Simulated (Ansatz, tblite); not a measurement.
SrMg$_{2}$O$_{3}$: GFN1-xTB, run from Python

These are simulated results from tblite 0.8.0, not measurements. The cell was built from a prototype and was relaxed with r2SCAN in plane waves (Ansatz 0.2.0). It may be hypothetical. All runs are without spin polarisation.

The symmetry is I4/mmm (No. 139, tetragonal); a = 3.332 Å, c = 13.558 Å in the conventional setting, 12.54 Å³ an atom. Mg is surrounded by 6 O at 1.99–2.37 Å; O is surrounded by 5 Mg at 1.99–2.36 Å and 1 Sr at 2.42 Å; O is surrounded by 4 Sr at 2.36 Å and 2 Mg at 2.37 Å; Sr is surrounded by 6 O at 2.36–2.42 Å.

tblite solves periodic systems at the zone centre alone, so the script builds a cluster of 3×3×1 conventional cells (108 atoms), which folds in a coarse mesh of k points.

Input script:

```python
import json
from ase import Atoms
from ase.build import make_supercell
from ase.units import Bohr, GPa, Hartree
from tblite.interface import Calculator

atoms = Atoms(['Mg', 'O', 'Mg', 'O', 'Sr', 'O'],
              cell=[[-1.66586381, 1.66586381, 6.77908044], [1.66586381, -1.66586381, 6.77908044], [1.66586381, 1.66586381, -6.77908044]],
              scaled_positions=[[0.825282739, 0.825282739, 0.0], [0.678720708, 0.678720708, 0.0], [0.174717261, 0.174717261, 0.0], [0.0, 0.0, 0.0], [0.5, 0.5, 0.0], [0.321279292, 0.321279292, 0.0]],
              pbc=True)
cluster = make_supercell(atoms, [[0, 3, 3], [3, 0, 3], [1, 1, 0]])
calc = Calculator('GFN1-xTB', cluster.numbers, cluster.positions / Bohr, lattice=cluster.cell[:] / Bohr, periodic=cluster.pbc)
calc.set('temperature', 0.02 / Hartree)
calc.set('max-iter', 150)
res = calc.singlepoint()
levels = res.get('orbital-energies') * Hartree
nv = round(res.get('orbital-occupations').sum() / 2)
cells = len(cluster) // len(atoms)
out = {'energy_per_cell': res.get('energy') * Hartree / cells, 'homo': levels[nv - 1], 'lumo': levels[nv],
       'stress': (-res.get('virial') * Hartree / cluster.get_volume() / GPa).tolist(), 'charges': res.get('charges')[:len(atoms)].tolist(), 'electrons': 2 * nv / cells}
json.dump(out, open('results.json', 'w'))
for key, value in out.items():
    print(key, value)
```

Command: `python run.py`. It took 9.6 s on 1 thread of Arm Neoverse V1, with other jobs on the host, peak memory 0.13 GiB.

What it printed:

```
------------------------------------------------------------
  cycle        total energy    energy error   density error
------------------------------------------------------------
      1     -171.9961019206  -1.7185831E+02   1.3280670E+00
      2      70746.11884441   7.0918115E+04   5.0270940E+00
      3      47545.72646404  -2.3200392E+04   3.8329152E+00
      4      38236.34483762  -9.3093816E+03   3.3060185E+00
      5      44716.73297962   6.4803881E+03   3.6069335E+00
      6      38085.51958545  -6.6312134E+03   3.3274520E+00
      7      25557.68270238  -1.2527837E+04   2.7342357E+00
      8      1204.586784898  -2.4353096E+04   8.8608185E-01
      9      151.0238137506  -1.0535630E+03   7.4718737E-01
     10      2315.000442946   2.1639766E+03   9.0744839E-01
     11      804.2671619548  -1.5107333E+03   7.2147256E-01
     12     -213.6621015929  -1.0179293E+03   5.8521830E-01
     13     -228.2764642285  -1.4614363E+01   4.4336280E-01
     14     -278.5624703154  -5.0286006E+01   3.8907224E-01
     15     -279.6955604898  -1.1330902E+00   3.9191556E-01
     16     -280.5366469123  -8.4108642E-01   3.5422058E-01
     17     -280.0172408070   5.1940611E-01   2.9787528E-01
     18     -272.1808192869   7.8364215E+00   2.6437180E-01
     19     -226.1462667009   4.6034553E+01   2.3824660E-01
     20     -191.4253644638   3.4720902E+01   2.2054933E-01
     21     -242.8285452979  -5.1403181E+01   1.5178608E-01
     22     -295.3527930642  -5.2524248E+01   6.6205085E-02
     23     -297.9160196672  -2.5632266E+00   5.2018241E-02
     24     -293.4538633557   4.4621563E+00   4.9450335E-02
     25     -291.2737879705   2.1800754E+00   5.4451251E-02
     26     -292.7266458703  -1.4528579E+00   4.9714848E-02
     27     -297.2457780509  -4.5191322E+00   3.2965118E-02
     28     -298.5895562011  -1.3437782E+00   2.3003360E-02
     29     -297.1129342199   1.4766220E+00   2.6960116E-02
     30     -298.3881189353  -1.2751847E+00   1.8554698E-02
     31     -298.6755218541  -2.8740292E-01   1.4475062E-02
     32     -298.8513630519  -1.7584120E-01   9.6457679E-03
     33     -299.0674981338  -2.1613508E-01   6.4521237E-03
     34     -299.0760348054  -8.5366716E-03   4.4340913E-03
     35     -299.0263774519   4.9657353E-02   4.4355931E-03
     36     -299.0527906517  -2.6413200E-02   3.7944021E-03
     37     -299.0521311240   6.5952770E-04   2.9371610E-03
     38     -299.0497383652   2.3927588E-03   2.7713493E-03
     39     -299.0672330252  -1.7494660E-02   1.7187894E-03
     40     -299.0751483860  -7.9153608E-03   8.9424172E-04
     41     -299.0769575359  -1.8091499E-03   5.5360892E-04
     42     -299.0777231435  -7.6560760E-04   3.1925191E-04
     43     -299.0780863786  -3.6323508E-04   6.6355266E-05
     44     -299.0780983506  -1.1972039E-05   2.7609655E-05
     45     -299.0780985488  -1.9814894E-07   2.0386300E-05
     46     -299.0780955607   2.9881071E-06   3.1485443E-05
     47     -299.0780964871  -9.2636935E-07   2.6489570E-05
     48     -299.0780985698  -2.0827795E-06   1.1062514E-05
     49     -299.0780989687  -3.9888505E-07   2.3906157E-06
------------------------------------------------------------

 total:                                   8.928 sec
energy_per_cell -452.1294223595407
homo 104.66301591879767
lumo 106.18754638453281
stress [[-26.523376238220848, 0.000395430662384437, 0.006778428652539955], [0.0003954306623844388, -26.523376238220578, 0.006778428652529033], [0.006778428652540023, 0.006778428652529078, -39.983774801883335]]
charges [0.7306803709008165, -0.9640338326978066, 0.7339289057552488, -1.046204912741962, 1.4971196606807633, -0.9647673562965493]
electrons 24.0
```

The cycle table is in hartree for the whole cluster, and the lines after it are in eV (the energy for one cell). The printed stress is in GPa and positive in compression, and the pressure is its mean diagonal.

GFN1-xTB gives a gap of 1.52 eV. On the same cell, plane-wave PBE (Ansatz, 10×10×10 k points and the special points) gives a gap of 2.44 eV and r2SCAN a gap of 3.19 eV; on shared hosts these took about 14 and 33 core-seconds on the 6-atom cell, against 9.6 for the script. Semilocal gaps usually lie below measured ones. xTB was fitted to molecules, so gaps, charges and pressures of solids can be far off, and the gap also depends on the size of the cluster.

The same script was run on cells scaled at fixed shape and fractional coordinates:

| volume (Å³/atom) | energy (meV/atom) | pressure (GPa, positive in compression) | gap (eV) |
| --- | --- | --- | --- |
| 11.04 | -287.1 | -29.37 | 2.10 |
| 11.79 | -145.3 | -30.74 | 1.79 |
| 12.54 | 0.0 | -31.01 | 1.52 |
| 13.29 | 144.8 | -30.61 | 1.30 |
| 14.05 | 287.0 | -29.89 | 1.11 |

The minimum lies beyond the smallest of these volumes.

xTB was fitted mostly to molecules, and a small cluster samples few k points, so gaps, pressures and kinks along a curve can be far from a solid's.

The runs are scalar-relativistic, without spin-orbit coupling.
